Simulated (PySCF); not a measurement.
# C4H12Pb (PbMe4): the cost of one run

Programs: PySCF 2.14.0, with routines of our own; each step states its level. All values are computed. Atoms count from 0.

### 1 The system as given

17 atoms, charge 0, multiplicity 1; geometry from: GFN2-xTB.

### 2 NMR shieldings: PBE0/pcJ-1 Pb:dyall-v2z, spin–orbit

The job: settings as JSON, then the geometry in Å.

```
{"job": {"xc": "PBE0", "basis": {"default": "pcJ-1", "Pb": "dyall-v2z"}, "rel": "so", "kind": "hnmr"}, "charge": 0, "multiplicity": 1}
Pb     0.002820     0.001320    -0.002930
C     -0.007450    -0.014060     2.296190
H     -1.025570     0.065370     2.650840
H      0.567870     0.822310     2.668810
H      0.426650    -0.936510     2.656510
C      2.172770     0.003950    -0.769990
H      2.174490    -0.114610    -1.844480
H      2.717210    -0.814000    -0.318980
H      2.651600     0.938240    -0.511830
C     -1.083860     1.883900    -0.750940
H     -0.965550     1.974090    -1.821620
H     -0.664500     2.755870    -0.268490
H     -2.135220     1.811860    -0.510250
C     -1.080670    -1.872380    -0.776840
H     -2.052630    -1.951570    -0.309090
H     -0.495430    -2.749630    -0.538110
H     -1.202540    -1.804180    -1.848800
```

With the program's defaults for keys left out, this is: PBE0/pcJ-1 Pb:dyall-v2z GIAO NMR shielding, X2C with spin-orbit coupling, screened-nuclear two-electron part, Gaussian nuclei, gas phase.

The run is started by

```
> OMP_NUM_THREADS=1 python heavy_run.py task.json out
```

The driver reads the jobs from task.json and runs them one after another.

Q: Estimate the wall time and peak memory of this first job on 1 thread of Intel Xeon 6975P-C, shared host.

About 8 min, with a peak of 2.8 GiB.
